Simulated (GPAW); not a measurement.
Here is a GPAW 26.7.0 calculation.

File run.py:

```python
from ase.filters import FrechetCellFilter
from ase.io import read, write
from ase.optimize import BFGS
from ase.units import GPa
from gpaw import GPAW, PW

atoms = read('POSCAR')

calc = GPAW(mode=PW(800),
            xc='PBE',
            kpts={'size': (5, 5, 5), 'gamma': True},
            occupations={'name': 'fermi-dirac', 'width': 0.05},
            nbands=49,
            convergence={'density': 1e-05, 'forces': 0.0001},
            maxiter=150,
            txt='gpaw.txt')
atoms.calc = calc
opt = BFGS(FrechetCellFilter(atoms, scalar_pressure=5 * GPa), trajectory='relax.traj', logfile='-')
done = opt.run(fmax=0.02, steps=60)
calc.write('gs.gpw')
write('result.traj', atoms)
print('Converged:', done)
print('Cell:', atoms.cell.cellpar().round(4))
print('Volume:', round(atoms.get_volume(), 4))
print(atoms.get_scaled_positions().round(5))
```

POSCAR

```
Zr3MoC
1.0
    4.9425100000      0.0000000000      0.0000000000
    0.0000000000      4.9425100000      0.0000000000
    0.0000000000      0.0000000000      4.9425100000
Zr Mo C
3 1 1
Direct
    0.5000000000      0.0000000000      0.0000000000
    0.0000000000      0.5000000000      0.0000000000
    0.0000000000      0.0000000000      0.5000000000
    0.0000000000      0.0000000000      0.0000000000
    0.5000000000      0.5000000000      0.5000000000
```

Potentials or basis: GPAW PAW data sets (gpaw-data 1.2.1), pw.

Launch:

```sh
$ OMP_NUM_THREADS=1 python run.py
```

(1) Estimate the relaxed cell.

(2) Predict the space group after relaxing (to 0.05 Å).

## Answers

(1) a = 4.848 Å, b = 4.848 Å, c = 4.848 Å, α = 90.00°, β = 90.00°, γ = 90.00°.

(2) Pm-3m (No. 221).

Caveat: later steps reuse the first step's grids.
